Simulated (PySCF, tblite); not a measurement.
**C10H9P: geometry, infrared bands and NMR shifts**

Aim: predict the infrared bands and NMR shifts of C10H9P (`C#CP1Cc2ccccc2C1`).

Programs: tblite 0.8.0 and PySCF 2.14.0, with density-fitted response routines of our own. Each step states its level of theory. These are calculated values for one molecule in the gas phase, unless marked as measured. Atoms are numbered from 0 throughout.

### 1 The starting structure

20 atoms, charge 0, multiplicity 1; geometry from: force field or distance geometry start.

Bonds of the start (Å): C0–C1 1.22, C1–P2 1.79, P2–C3 1.87, C3–C4 1.48, C4–C5 1.42, C5–C6 1.36, C6–C7 1.37, C7–C8 1.38, C8–C9 1.40, C9–C10 1.49, C10–P2 1.89, C9–C4 1.33, C0–H11 1.07, C3–H12 1.09, C3–H13 1.12, C5–H14 1.09, C6–H15 1.09, C7–H16 1.07, C8–H17 1.07, C10–H18 1.08, C10–H19 1.10.

### 2 Optimising the geometry with GFN2-xTB

Job settings and geometry (Å):

```
{"job": {"kind": "relax", "xc": "GFN2-xTB", "basis": "xTB"}, "charge": 0, "multiplicity": 1}
C      4.641000    -0.392100    -0.381700
C      3.454900    -0.420200    -0.670700
P      1.718600    -0.485000    -1.107900
C      0.947200     1.142600    -0.610200
C     -0.419400     0.647000    -0.320700
C     -1.595300     1.431000    -0.464500
C     -2.834100     0.947900    -0.190000
C     -2.978500    -0.348700     0.243800
C     -1.842800    -1.114500     0.369700
C     -0.568100    -0.605500     0.086900
C      0.692700    -1.395700     0.193500
H      5.676200    -0.368100    -0.120700
H      0.992500     1.897800    -1.393300
H      1.474100     1.463900     0.319900
H     -1.522700     2.468500    -0.792400
H     -3.694500     1.601700    -0.298200
H     -3.945000    -0.760300     0.466700
H     -1.963300    -2.129700     0.700600
H      0.595200    -2.451700    -0.005900
H      1.166200    -1.118400     1.152600
```

Command:

```bash
OMP_NUM_THREADS=1 python probes_run.py task.json out
```

One launch serves the whole session: the jobs run in the order shown.

**Question.** This job is followed by: GFN2-xTB harmonic vibrations, gas phase; GIAO PBE0/pcSseg-1 NMR shielding, non-relativistic, gas phase. What will the session give for the following? strongest single infrared mode (GFN2-xTB); zero-point energy (GFN2-xTB); ¹³C shifts against TMS (PBE0/pcSseg-1, means over atoms taken as alike); ¹H shifts against TMS (PBE0/pcSseg-1, means over atoms taken as alike); ³¹P shifts against H3PO4 (PBE0/pcSseg-1); surface potential, 1st and 99th percentile.

As calculated:

| quantity | value |
| --- | --- |
| strongest single infrared mode (GFN2-xTB) | 3083 cm⁻¹, 85 km/mol |
| zero-point energy (GFN2-xTB) | 95.0 kcal/mol |
| ¹³C shifts against TMS (PBE0/pcSseg-1, means over atoms taken as alike) | 148.3, 132.2, 131.7, 98.1, 91.7, 41.2 ppm |
| ¹H shifts against TMS (PBE0/pcSseg-1, means over atoms taken as alike) | 7.65, 7.47, 3.30, 1.86 ppm |
| ³¹P shifts against H3PO4 (PBE0/pcSseg-1) | -40.5 ppm |
| surface potential, 1st and 99th percentile | -1.00 V and 1.31 V |

**Reading.** The optimisation took 136 steps and gained 0.710 eV; among the close pairs (by a distance rule), C4–C9 changed most, from 1.326 to 1.392 Å. All 54 modes are real, so the xTB geometry is a minimum. The strongest single mode, at 3083 cm⁻¹, is spread over several atoms, H14, H16, H15, H17 among them. Unscaled tight-binding wavenumbers are off by several per cent, some by more. Its intensities can rank the bands wrongly. At PBE0/pcSseg-1: Shielding is most anisotropic at C1 (span 300 ppm, paramagnetic term -173 ppm). NICS(1)zz of -27 ppm above the planar ring from C4 marks a diatropic (aromatic) ring current. By nearest atom (PBE0/pcSseg-1), the HOMO sits on P2 33 %; C0, C4, C9 about 10 % each and the LUMO on C5, C8 about 20 % each; 4 C atoms about 7 % each.
